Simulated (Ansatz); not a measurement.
C₂H₃AlO, SMILES O=[C]1[CH2][AlH]1, a geometry optimisation

With Ansatz 0.2.0 through its Python package.

Input file `c2h3alo.xyz`:
```text
7

O    -0.48390   -2.08910    0.96810
C    -0.26370   -0.97400    0.44410
C     0.46280    0.35040    0.44770
Al   -0.40070    0.41170   -1.07690
H     1.59200    0.19910    0.33160
H     0.15750    1.03030    1.28090
H    -1.00280    1.00350   -2.44120
```

Interactive session:
```pycon
>>> import itertools
>>> import ansatz as az
>>> from ase.data import atomic_numbers, covalent_radii
>>> import numpy as np
>>> mol = az.Crystal.molecule_from_extxyz("c2h3alo.xyz")
>>> base = (
...     mol.calculation()
...     .basis(gaussian="cc-pVDZ")  # atom-centred Gaussian functions
...     .functional("hf")
... )
>>> symbols = [site.symbol for site in mol.cartesian_sites]
>>> start = np.array([site.position_ang for site in mol.cartesian_sites], dtype=float)
>>> def progress(event):
...     if event["event"] == "relax_step":
...         row = event["data"]
...         print(f"step {row['step']:3d}  E = {row['lagrangian_ev']:.6f} eV  largest force component {row['allowed_force_max_ev_ang']:.4f} eV/A")
...
>>> summary = base.relax(force_tolerance=0.01).session().plan().execute(on_event=progress).report
step   1  E = -10724.408543 eV  largest force component 5.8218 eV/A
step   2  E = -10725.661237 eV  largest force component 2.4285 eV/A
step   3  E = -10725.842918 eV  largest force component 0.5547 eV/A
step   4  E = -10725.854173 eV  largest force component 0.0786 eV/A
step   5  E = -10725.855169 eV  largest force component 0.0412 eV/A
step   6  E = -10725.855829 eV  largest force component 0.0650 eV/A
step   7  E = -10725.857199 eV  largest force component 0.0979 eV/A
step   8  E = -10725.854761 eV  largest force component 0.5801 eV/A
step   9  E = -10725.861498 eV  largest force component 0.1425 eV/A
step  10  E = -10725.864565 eV  largest force component 0.6285 eV/A
step  11  E = -10725.865190 eV  largest force component 0.4481 eV/A
step  12  E = -10725.881616 eV  largest force component 0.1722 eV/A
step  13  E = -10725.884134 eV  largest force component 0.1228 eV/A
step  14  E = -10725.885865 eV  largest force component 0.0411 eV/A
step  15  E = -10725.886079 eV  largest force component 0.0196 eV/A
step  16  E = -10725.886128 eV  largest force component 0.0044 eV/A
>>> end = np.array(summary["positions_ang"])
>>> print("reference energy %16.6f eV" % summary["reference_energy_ev"])
reference energy    -10725.886128 eV
>>> print("total energy     %16.6f eV" % summary["free_energy_ev"])
total energy        -10725.886128 eV
>>> print("occupied orbitals outside the frozen core (up, down):", summary["n_occupied"], " frozen:", summary["n_frozen"], " virtual:", summary["n_virtual"])
occupied orbitals outside the frozen core (up, down): [18, 18]  frozen: 0  virtual: [57, 57]
>>> # pairs closer than 1.2 times the sum of covalent radii, before or after
>>> radius = [covalent_radii[atomic_numbers[s]] for s in symbols]
>>> span = lambda where, i, j: np.linalg.norm(where[i] - where[j])
>>> bonded = [(i, j) for i, j in itertools.combinations(range(len(symbols)), 2) if min(span(start, i, j), span(end, i, j)) < 1.2 * (radius[i] + radius[j])]
>>> print("pair        before    after (A)")
pair        before    after (A)
>>> for i, j in bonded:
...     print(f"{symbols[i]}{i}-{symbols[j]}{j}".ljust(10), f"{span(start, i, j):8.4f} {span(end, i, j):8.4f}")
...
O0-C1        1.2516   1.1801
C1-C2        1.5106   1.5313
C1-Al3       2.0621   1.9740
C2-Al3       1.7532   1.9595
C2-H4        1.1452   1.1065
C2-H5        1.1179   1.0904
Al3-H6       1.6044   1.5746
```

Caveats:
- Total energies depend on the basis set; only differences at equal settings carry meaning.
- The end point is the stationary point reached from this start; no frequency run checks that it is a minimum, and the basis set is modest.
- It ran for 17 s on 1 thread of Arm Neoverse V2, on a shared host, peak memory 0.21 GiB.
